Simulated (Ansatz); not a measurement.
Born–Oppenheimer molecular dynamics of a periodic cell of 30 atoms, LiSi$_{2}$Rh$_{2}$ (host LiSi2Rh2, host structure P4/mbm). It goes on from the last frame of an earlier run, with new velocities.

Theory: DFT r2SCAN, scalar-relativistic, plane waves, PAW (Ansatz 0.2.0). Settings: accuracy low, cutoff 500 eV, k mesh 1x1x1, fermi-dirac smearing 0.05 eV, no spin polarisation.

```json
{"ensemble": "NVE (velocity Verlet)", "time step": "1 fs", "steps asked": "160", "starting velocities drawn for": "2400 K", "seed": "13697"}
```

Frames 1 fs apart, positions in Å, forces in eV/Å.

Velocities at 120 fs (Å/ps):

```
Li 16.18 6.38 -13.30
Li 26.02 -20.19 -12.90
Si -2.32 -10.73 3.35
Si -13.63 6.13 -2.51
Si -1.20 -1.40 8.32
Si -16.52 4.58 0.18
Rh 4.12 -2.15 -1.97
Rh 3.37 0.00 -5.79
Rh 3.03 -0.77 2.25
Rh -3.78 -4.29 4.80
Li -7.19 16.47 0.03
Li 9.47 -30.44 9.47
Si -13.62 -0.46 11.48
Si 15.81 1.09 -5.08
Si -11.95 4.19 15.24
Si -0.77 -10.03 -14.16
Rh -2.23 2.01 7.65
Rh 1.39 -8.07 -2.09
Rh -2.14 1.77 -4.82
Rh 0.29 3.60 -2.96
Li 3.51 -16.85 -29.27
Li -2.30 9.70 -16.96
Si 1.97 -8.29 5.14
Si -0.63 6.73 -2.67
Si 1.22 3.54 4.73
Si -6.07 1.41 -5.73
Rh 0.64 1.68 -5.90
Rh 2.75 3.34 -2.81
Rh 1.85 3.07 6.06
Rh 0.64 3.05 4.85
```

```xyz
30
Lattice="7.1558 0.0000 0.0000 0.0000 6.9130 0.0000 0.0000 0.0000 8.4052" Properties=species:S:1:pos:R:3:forces:R:3 time_fs=120 energy_less_start_eV=1.432 T=2018
Li -0.408 0.002 0.477 0.10 -0.94 0.10
Li 3.231 3.987 0.168 -0.62 -0.23 -0.53
Si 4.600 1.758 -0.076 -0.67 0.00 0.49
Si 1.275 2.373 0.055 -3.08 1.44 1.00
Si 5.514 4.550 -0.217 1.31 -1.03 1.03
Si 2.067 6.323 -0.329 0.40 -0.94 0.63
Rh 2.757 1.310 1.389 0.05 0.00 -0.51
Rh 6.322 2.210 1.595 0.17 0.61 -0.01
Rh 0.998 4.533 1.623 1.29 -0.67 -1.41
Rh 4.236 5.894 1.335 0.02 0.24 -0.14
Li -0.038 0.148 3.125 1.06 -0.57 -0.04
Li 3.781 3.386 2.534 0.38 -0.03 0.36
Si 4.953 0.945 3.038 -0.92 0.38 -0.93
Si 1.178 2.409 2.943 0.32 -0.02 -0.03
Si 6.221 4.552 2.684 -1.35 -0.68 -0.33
Si 2.459 5.606 2.902 1.38 1.36 0.48
Rh 2.847 0.893 4.146 -1.14 0.69 -1.01
Rh 6.013 2.712 4.388 0.05 -0.77 0.01
Rh 0.992 4.403 4.400 1.35 0.98 0.74
Rh 4.786 5.696 4.024 -2.23 1.19 -1.36
Li 0.271 0.156 5.661 -0.10 -1.10 -0.06
Li 3.541 3.485 5.811 0.39 0.77 -0.30
Si 4.706 1.246 5.640 -0.28 -0.09 0.13
Si 1.150 2.417 5.744 -2.57 3.17 -2.58
Si 6.074 4.802 5.457 1.64 -1.31 2.43
Si 2.602 5.952 5.384 0.12 -1.42 1.35
Rh 2.535 1.398 6.910 3.34 -2.89 0.94
Rh 6.465 1.669 7.098 1.25 1.88 0.14
Rh 0.593 4.599 7.366 -0.21 -0.08 -0.86
Rh 4.604 6.090 6.830 -1.47 0.07 0.29
30
Lattice="7.1558 0.0000 0.0000 0.0000 6.9130 0.0000 0.0000 0.0000 8.4052" Properties=species:S:1:pos:R:3:forces:R:3 time_fs=121 energy_less_start_eV=1.356 T=2038
Li -0.392 0.008 0.464 0.04 -0.94 0.14
Li 3.256 3.967 0.155 -0.80 -0.19 -0.48
Si 4.597 1.747 -0.072 -0.54 -0.06 0.41
Si 1.261 2.379 0.052 -2.81 1.31 0.98
Si 5.513 4.548 -0.209 1.40 -0.97 0.98
Si 2.051 6.327 -0.329 0.52 -0.92 0.61
Rh 2.761 1.308 1.387 -0.08 0.01 -0.56
Rh 6.325 2.210 1.590 0.10 0.61 0.09
Rh 1.001 4.533 1.625 0.97 -0.76 -1.44
Rh 4.232 5.890 1.339 0.09 0.24 -0.22
Li -0.045 0.164 3.125 1.06 -0.59 -0.08
Li 3.791 3.355 2.544 0.37 0.08 0.33
Si 4.939 0.944 3.050 -0.75 0.45 -1.08
Si 1.194 2.410 2.938 0.20 0.01 -0.03
Si 6.208 4.556 2.699 -0.98 -0.80 -0.57
Si 2.458 5.596 2.888 1.48 1.45 0.65
Rh 2.845 0.895 4.153 -1.17 0.70 -1.09
Rh 6.014 2.704 4.386 0.05 -0.68 0.03
Rh 0.990 4.405 4.396 1.32 1.00 0.78
Rh 4.787 5.700 4.021 -2.30 1.15 -1.09
Li 0.275 0.138 5.632 -0.14 -0.90 0.05
Li 3.538 3.495 5.794 0.40 0.70 -0.28
Si 4.707 1.238 5.645 -0.30 0.03 0.11
Si 1.149 2.424 5.741 -2.52 3.03 -2.53
Si 6.076 4.805 5.462 1.56 -1.37 2.33
Si 2.596 5.953 5.378 0.17 -1.45 1.39
Rh 2.536 1.399 6.904 3.21 -2.82 1.09
Rh 6.468 1.673 7.095 1.22 1.82 0.12
Rh 0.594 4.602 7.372 -0.29 -0.12 -0.92
Rh 4.604 6.093 6.835 -1.47 -0.02 0.27
30
Lattice="7.1558 0.0000 0.0000 0.0000 6.9130 0.0000 0.0000 0.0000 8.4052" Properties=species:S:1:pos:R:3:forces:R:3 time_fs=122 energy_less_start_eV=1.304 T=2052
Li -0.375 0.012 0.451 -0.02 -0.94 0.18
Li 3.281 3.946 0.141 -0.97 -0.15 -0.42
Si 4.595 1.737 -0.069 -0.41 -0.11 0.34
Si 1.246 2.386 0.050 -2.53 1.18 0.95
Si 5.512 4.546 -0.200 1.48 -0.91 0.92
Si 2.034 6.332 -0.328 0.64 -0.88 0.59
Rh 2.765 1.306 1.385 -0.21 0.02 -0.61
Rh 6.329 2.210 1.584 0.04 0.61 0.17
Rh 1.004 4.532 1.627 0.66 -0.86 -1.47
Rh 4.229 5.886 1.344 0.16 0.25 -0.31
Li -0.050 0.179 3.125 1.04 -0.60 -0.12
Li 3.801 3.325 2.554 0.35 0.20 0.30
Si 4.925 0.944 3.061 -0.57 0.50 -1.21
Si 1.210 2.411 2.932 0.08 0.03 -0.04
Si 6.196 4.560 2.714 -0.61 -0.92 -0.81
Si 2.458 5.587 2.874 1.57 1.53 0.83
Rh 2.843 0.897 4.161 -1.20 0.72 -1.17
Rh 6.016 2.695 4.384 0.04 -0.60 0.05
Rh 0.988 4.407 4.391 1.30 1.02 0.82
Rh 4.786 5.704 4.018 -2.36 1.11 -0.79
Li 0.278 0.119 5.602 -0.19 -0.70 0.16
Li 3.537 3.506 5.776 0.40 0.62 -0.26
Si 4.709 1.230 5.650 -0.32 0.14 0.09
Si 1.147 2.433 5.737 -2.44 2.87 -2.44
Si 6.078 4.808 5.468 1.45 -1.41 2.22
Si 2.590 5.954 5.373 0.23 -1.48 1.43
Rh 2.537 1.401 6.898 3.04 -2.72 1.23
Rh 6.470 1.676 7.092 1.18 1.76 0.10
Rh 0.596 4.605 7.378 -0.38 -0.16 -0.98
Rh 4.605 6.096 6.840 -1.46 -0.11 0.26
30
Lattice="7.1558 0.0000 0.0000 0.0000 6.9130 0.0000 0.0000 0.0000 8.4052" Properties=species:S:1:pos:R:3:forces:R:3 time_fs=123 energy_less_start_eV=1.279 T=2059
Li -0.359 0.015 0.438 -0.10 -0.92 0.22
Li 3.304 3.926 0.126 -1.13 -0.10 -0.37
Si 4.592 1.726 -0.065 -0.28 -0.17 0.26
Si 1.230 2.393 0.049 -2.23 1.04 0.91
Si 5.512 4.544 -0.191 1.55 -0.84 0.86
Si 2.018 6.335 -0.328 0.77 -0.82 0.57
Rh 2.769 1.304 1.383 -0.34 0.02 -0.65
Rh 6.332 2.210 1.578 -0.02 0.61 0.25
Rh 1.007 4.531 1.629 0.36 -0.95 -1.51
Rh 4.225 5.882 1.349 0.23 0.25 -0.41
Li -0.053 0.194 3.125 1.02 -0.61 -0.17
Li 3.812 3.295 2.565 0.33 0.31 0.27
Si 4.911 0.944 3.071 -0.39 0.54 -1.34
Si 1.226 2.412 2.927 -0.04 0.06 -0.04
Si 6.183 4.564 2.728 -0.25 -1.05 -1.04
Si 2.459 5.578 2.860 1.66 1.60 1.01
Rh 2.840 0.900 4.168 -1.22 0.73 -1.24
Rh 6.017 2.687 4.382 0.03 -0.51 0.07
Rh 0.986 4.409 4.386 1.27 1.04 0.86
Rh 4.786 5.708 4.014 -2.42 1.06 -0.47
Li 0.281 0.099 5.573 -0.22 -0.51 0.27
Li 3.536 3.518 5.758 0.40 0.54 -0.25
Si 4.711 1.222 5.655 -0.34 0.25 0.07
Si 1.144 2.442 5.732 -2.33 2.67 -2.33
Si 6.080 4.811 5.474 1.33 -1.45 2.10
Si 2.584 5.954 5.369 0.28 -1.49 1.46
Rh 2.538 1.402 6.892 2.85 -2.61 1.35
Rh 6.473 1.680 7.089 1.12 1.71 0.09
Rh 0.598 4.608 7.384 -0.46 -0.20 -1.04
Rh 4.605 6.099 6.845 -1.44 -0.22 0.24
30
Lattice="7.1558 0.0000 0.0000 0.0000 6.9130 0.0000 0.0000 0.0000 8.4052" Properties=species:S:1:pos:R:3:forces:R:3 time_fs=124 energy_less_start_eV=1.283 T=2058
Li -0.343 0.017 0.425 -0.18 -0.90 0.26
Li 3.326 3.905 0.111 -1.29 -0.06 -0.32
Si 4.589 1.715 -0.061 -0.14 -0.23 0.19
Si 1.213 2.401 0.047 -1.93 0.90 0.87
Si 5.513 4.541 -0.181 1.62 -0.78 0.81
Si 2.003 6.339 -0.327 0.92 -0.76 0.55
Rh 2.773 1.302 1.381 -0.47 0.02 -0.68
Rh 6.335 2.211 1.572 -0.08 0.62 0.31
Rh 1.010 4.530 1.631 0.07 -1.03 -1.55
Rh 4.221 5.878 1.354 0.31 0.26 -0.52
Li -0.056 0.207 3.124 0.99 -0.62 -0.21
Li 3.823 3.265 2.576 0.31 0.43 0.23
Si 4.897 0.944 3.081 -0.20 0.57 -1.46
Si 1.242 2.413 2.922 -0.15 0.09 -0.04
Si 6.170 4.567 2.743 0.10 -1.18 -1.27
Si 2.460 5.570 2.847 1.73 1.67 1.19
Rh 2.838 0.902 4.176 -1.26 0.74 -1.30
Rh 6.019 2.679 4.380 0.02 -0.43 0.08
Rh 0.984 4.411 4.382 1.24 1.07 0.88
Rh 4.786 5.712 4.011 -2.48 1.02 -0.13
Li 0.284 0.079 5.545 -0.26 -0.32 0.37
Li 3.536 3.531 5.740 0.40 0.46 -0.22
Si 4.713 1.213 5.661 -0.36 0.37 0.05
Si 1.141 2.452 5.726 -2.18 2.45 -2.19
Si 6.083 4.812 5.482 1.20 -1.47 1.97
Si 2.578 5.954 5.365 0.34 -1.49 1.49
Rh 2.540 1.402 6.887 2.63 -2.47 1.46
Rh 6.477 1.684 7.086 1.06 1.65 0.08
Rh 0.600 4.611 7.389 -0.55 -0.24 -1.11
Rh 4.605 6.102 6.850 -1.42 -0.32 0.23
30
Lattice="7.1558 0.0000 0.0000 0.0000 6.9130 0.0000 0.0000 0.0000 8.4052" Properties=species:S:1:pos:R:3:forces:R:3 time_fs=125 energy_less_start_eV=1.316 T=2049
Li -0.327 0.018 0.413 -0.26 -0.87 0.30
Li 3.345 3.884 0.096 -1.43 -0.02 -0.27
Si 4.586 1.704 -0.058 -0.01 -0.30 0.11
Si 1.196 2.409 0.046 -1.62 0.76 0.83
Si 5.514 4.539 -0.172 1.67 -0.71 0.76
Si 1.987 6.342 -0.326 1.07 -0.68 0.52
Rh 2.777 1.300 1.379 -0.59 0.02 -0.69
Rh 6.339 2.211 1.567 -0.14 0.63 0.36
Rh 1.014 4.529 1.633 -0.20 -1.11 -1.58
Rh 4.217 5.873 1.358 0.40 0.26 -0.63
Li -0.056 0.220 3.124 0.94 -0.62 -0.25
Li 3.835 3.236 2.587 0.29 0.55 0.19
Si 4.882 0.944 3.091 -0.01 0.58 -1.57
Si 1.258 2.414 2.917 -0.27 0.11 -0.04
Si 6.158 4.569 2.757 0.43 -1.31 -1.49
Si 2.461 5.562 2.834 1.80 1.73 1.36
Rh 2.835 0.904 4.183 -1.29 0.76 -1.35
Rh 6.020 2.671 4.378 0.01 -0.35 0.10
Rh 0.983 4.413 4.377 1.21 1.10 0.90
Rh 4.785 5.716 4.008 -2.52 0.99 0.21
Li 0.286 0.058 5.517 -0.29 -0.14 0.47
Li 3.536 3.544 5.722 0.40 0.37 -0.20
Si 4.714 1.205 5.666 -0.38 0.48 0.03
Si 1.137 2.463 5.720 -2.01 2.20 -2.04
Si 6.087 4.814 5.490 1.06 -1.49 1.83
Si 2.572 5.953 5.361 0.39 -1.48 1.51
Rh 2.542 1.403 6.881 2.38 -2.32 1.54
Rh 6.480 1.688 7.084 1.00 1.60 0.07
Rh 0.601 4.614 7.395 -0.63 -0.28 -1.19
Rh 4.605 6.105 6.855 -1.39 -0.43 0.23
30
Lattice="7.1558 0.0000 0.0000 0.0000 6.9130 0.0000 0.0000 0.0000 8.4052" Properties=species:S:1:pos:R:3:forces:R:3 time_fs=126 energy_less_start_eV=1.378 T=2032
Li -0.311 0.017 0.402 -0.36 -0.83 0.34
Li 3.363 3.863 0.080 -1.55 0.02 -0.22
Si 4.583 1.693 -0.054 0.13 -0.36 0.03
Si 1.178 2.417 0.045 -1.31 0.62 0.79
Si 5.516 4.535 -0.162 1.71 -0.64 0.71
Si 1.972 6.345 -0.324 1.23 -0.59 0.49
Rh 2.781 1.298 1.376 -0.71 0.01 -0.70
Rh 6.342 2.211 1.561 -0.20 0.64 0.40
Rh 1.017 4.527 1.634 -0.45 -1.19 -1.62
Rh 4.214 5.869 1.363 0.49 0.26 -0.75
Li -0.056 0.232 3.123 0.90 -0.62 -0.29
Li 3.847 3.208 2.599 0.26 0.68 0.14
Si 4.868 0.945 3.100 0.18 0.57 -1.67
Si 1.274 2.416 2.912 -0.37 0.14 -0.03
Si 6.145 4.572 2.770 0.75 -1.45 -1.70
Si 2.464 5.555 2.822 1.84 1.78 1.54
Rh 2.832 0.907 4.190 -1.33 0.76 -1.39
Rh 6.021 2.662 4.376 -0.01 -0.27 0.11
Rh 0.981 4.415 4.373 1.18 1.13 0.90
Rh 4.784 5.720 4.005 -2.56 0.95 0.56
Li 0.288 0.037 5.489 -0.33 0.04 0.56
Li 3.537 3.558 5.703 0.39 0.28 -0.18
Si 4.715 1.197 5.671 -0.40 0.58 0.00
Si 1.131 2.475 5.713 -1.82 1.94 -1.87
Si 6.091 4.815 5.499 0.91 -1.50 1.69
Si 2.567 5.952 5.358 0.45 -1.45 1.53
Rh 2.544 1.403 6.876 2.12 -2.16 1.62
Rh 6.483 1.692 7.081 0.92 1.54 0.07
Rh 0.603 4.617 7.401 -0.71 -0.33 -1.27
Rh 4.605 6.108 6.860 -1.35 -0.54 0.22
```

Of the whole run (160 fs, mean temperature of the second half 1655 K): The conserved energy stayed within 0.12 meV per atom of its start (net change 0.021 meV per atom), so the integration is sound. A run of 0.16 ps of so small a system gives no equilibrium averages. Limits of this set-up: coarse k mesh, low accuracy level.

The run took 17 min on 2 threads of AMD EPYC 7B13 (Zen 3), on a shared host, peak memory 0.91 GiB.
